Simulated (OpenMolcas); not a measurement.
**NaBr (SMILES [Na][Br]) at BHLYP/cc-pVQZ**

Aim: the vertical ionisation energy of NaBr at BHLYP/cc-pVQZ, from 2 runs. 

The calculation is run with OpenMolcas 26.06.

## Step 1: Starting point

NaBr: 2 atoms, total charge 0, spin state singlet. As SMILES, `[Na][Br]`. The coordinates come from a PBE0-D4/def2-TZVP relaxation.

Bond lengths: Na1–Br2 2.507 Å.

## Step 2: The energy at BHLYP/cc-pVQZ

job.input

```
&GATEWAY
  BASLIB = $CurrDir
  COORD
  2
  angstrom
  Na       1.067110      -0.379380       0.537360
  Br      -1.067110       0.379380      -0.537360
  BASIS = cc-pVQZ
  GROUP = NoSym

&SEWARD

&SCF
  KSDFT = HYB_GGA_XC_BHANDHLYP
  PRORBITALS = 0
```

The basis set cc-pVQZ is read from a file made from the Basis Set Exchange's data (not shown).

Command:

```
export MOLCAS_MEM=1860
pymolcas job.input > job.log
```

Log:

```text
--- Start Module: gateway ---
[...]
--- Stop Module: gateway /rc=_RC_ALL_IS_WELL_ ---
--- Start Module: seward ---
[...]
      Basis functions          127
--- Stop Module: seward /rc=_RC_ALL_IS_WELL_ ---
[...]
--- Start Module: scf ---
[...]
       Convergence after  10 Iterations
[...]
::    Total KS-DFT energy                           -2736.5657367858
[...]
      Total spin, S                                     0.0000000000
[...]
      Total electronic charge=   46.000000
      Total            charge=   -0.000000
[...]
      Dipole Moment (debye):
      Origin of the operator (angstrom)=   -0.5856    0.2082   -0.2949
                   X=  7.7170E+00               Y= -2.7436E+00               Z=  3.8860E+00           Total=  9.0654E+00
      Quadrupole Moment (debye*angstrom):
[...]
--- Stop Module: scf /rc=_RC_ALL_IS_WELL_ ---
[...]
```

It took 23 s on 1 thread of Arm Neoverse V1, shared host; peak memory 0.86 GiB.

## Step 3: The doublet cation, same level

job.input

```
>>> EXPORT MOLCAS_PRINT=2

&GATEWAY
 BasLib = $CurrDir
 Coord
 2
 angstrom
 Na       1.067110      -0.379380       0.537360
 Br      -1.067110       0.379380      -0.537360
 Basis = cc-pVQZ
 Group = NoSym

&SEWARD

&SCF
 UHF
 Charge = 1
 Spin = 2
 KSDFT = HYB_GGA_XC_BHANDHLYP
 PrOrbitals = 0
```

The basis set cc-pVQZ is read from a file made from the Basis Set Exchange's data (not shown).

Command:

```
export MOLCAS_MEM=1860
pymolcas job.input > job.log
```

Log:

```text
--- Start Module: gateway ---
[...]
--- Stop Module: gateway /rc=_RC_ALL_IS_WELL_ ---
--- Start Module: seward ---
[...]
      Basis functions          127
--- Stop Module: seward /rc=_RC_ALL_IS_WELL_ ---
[...]
--- Start Module: scf ---
[...]
       Convergence after  19 Iterations
[...]
::    Total KS-DFT energy                           -2736.2468220455
[...]
      Total spin, S                                     0.5019330506
[...]
      Total electronic charge=   45.000000
      Total            charge=    1.000000
[...]
      Dipole Moment (debye):
      Origin of the operator (angstrom)=   -0.5856    0.2082   -0.2949
                   X=  6.4047E+00               Y= -2.2770E+00               Z=  3.2252E+00           Total=  7.5237E+00
      Center of Charge (angstrom)
[...]
--- Stop Module: scf /rc=_RC_ALL_IS_WELL_ ---
[...]
```

Wall time 40 s (1 thread of Arm Neoverse V1, shared host); peak memory 0.86 GiB.

## Step 4: Outcome

At BHLYP/cc-pVQZ:

| quantity | value |
| --- | --- |
| singlet NaBr: total energy | -2736.56574 Eh |
| singlet NaBr: dipole moment | 9.07 D |
| singlet NaBr: HOMO energy | -7.33 eV |
| singlet NaBr: LUMO energy | -1.50 eV |
| singlet NaBr: HOMO–LUMO gap | 5.82 eV |
| doublet cation: total energy | -2736.24682 Eh |
| doublet cation: HOMO energy (highest over α and β) | -15.42 eV |
| doublet cation: LUMO energy (lowest over α and β) | -10.19 eV |
| doublet cation: ⟨S²⟩ | 0.754 |
| vertical ionisation energy (to the doublet cation) | 8.678 eV |

What this shows: Removing an electron at fixed nuclei costs 8.68 eV (200 kcal/mol). The negative HOMO energy of the first species, 7.33 eV, lies 1.35 eV below that difference.
